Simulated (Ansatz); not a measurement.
## BH₄NS, SMILES NBS: the interaction energy of a dimer with the counterpoise correction, step by step

Program: Ansatz 0.2.0 through its Python package.

Run as a notebook:

In [1]:
```python
import ansatz as az
```

In [2]:
```python
FIRST = [
    ("N", (-1.0478, 0.3621, -0.4821)),
    ("B", (-0.1115, 0.1242, 0.6283)),
    ("S", (0.8791, -1.4563, 0.6244)),
    ("H", (-0.9566, -0.3654, -1.1856)),
    ("H", (-0.762, 1.2616, -0.9994)),
    ("H", (0.0216, 0.9242, 1.5043)),
    ("H", (1.9769, -0.8505, -0.0901)),
]
SECOND = [
    ("N", (-2.0612, -0.5815, 3.4924)),
    ("B", (-2.1571, 0.635, 4.3152)),
    ("S", (-1.9939, 2.2888, 3.4681)),
    ("H", (-2.0059, -0.3403, 2.5069)),
    ("H", (-2.9797, -1.1367, 3.5732)),
    ("H", (-2.3456, 0.5696, 5.4922)),
    ("H", (-3.4163, 2.3981, 3.2505)),
]
```

In [3]:
```python
def energy(atoms, ghosts=()):
    molecule = az.Crystal.molecule()
    for symbol, xyz in atoms:
        molecule = molecule.atom(symbol, xyz)
    calc = (
        molecule.calculation()
        .basis(gaussian="def2-SVP")
        .functional("HF")
    )
    deck = calc.input()
    if ghosts:
        deck = deck.set(az.key.basis.gaussian.ghost_atoms, [{"symbol": s, "position_ang": list(xyz)} for s, xyz in ghosts])
    return az.Session.from_dict(deck).plan().execute().report["free_energy_ev"]

both = energy(FIRST + SECOND)
alone = energy(FIRST) + energy(SECOND)
ghosted = energy(FIRST, SECOND) + energy(SECOND, FIRST)
print(f"dimer {both:.6f} eV")
print(f"interaction, uncorrected   {(both - alone):8.3f} eV")
print(f"interaction, counterpoise  {(both - ghosted):8.3f} eV")
print(f"basis-set superposition    {(alone - ghosted):8.3f} eV")
```
```text
dimer -26059.565620 eV
interaction, uncorrected      0.058 eV
interaction, counterpoise     0.097 eV
basis-set superposition       0.039 eV
```

Uncorrected it is 0.058 eV, with the counterpoise correction 0.097 eV; the difference, 0.04 eV, is the superposition error. In this basis both values are repulsive.

Notes:
- The settings weren't tested for convergence.
- The dimer is a generated trial pose of unrelaxed monomers, not a minimum, so the figure is no binding energy, and the basis set is small.
- Hartree-Fock leaves correlation out, so bond, atomisation and ionisation energies come out well too low.
- This level lacks the dispersion part of the attraction (electrostatics and induction are there), which can decide the sign where the interaction is weak.
- Finished in 8.4 s on 1 thread of Intel(R) Xeon(R) Platinum 8259CL CPU @ 2.50GHz (Skylake/Cascade Lake), on a shared host, peak memory 0.32 GiB.

(Lines on the test bed's own set-up are left out of the output.)
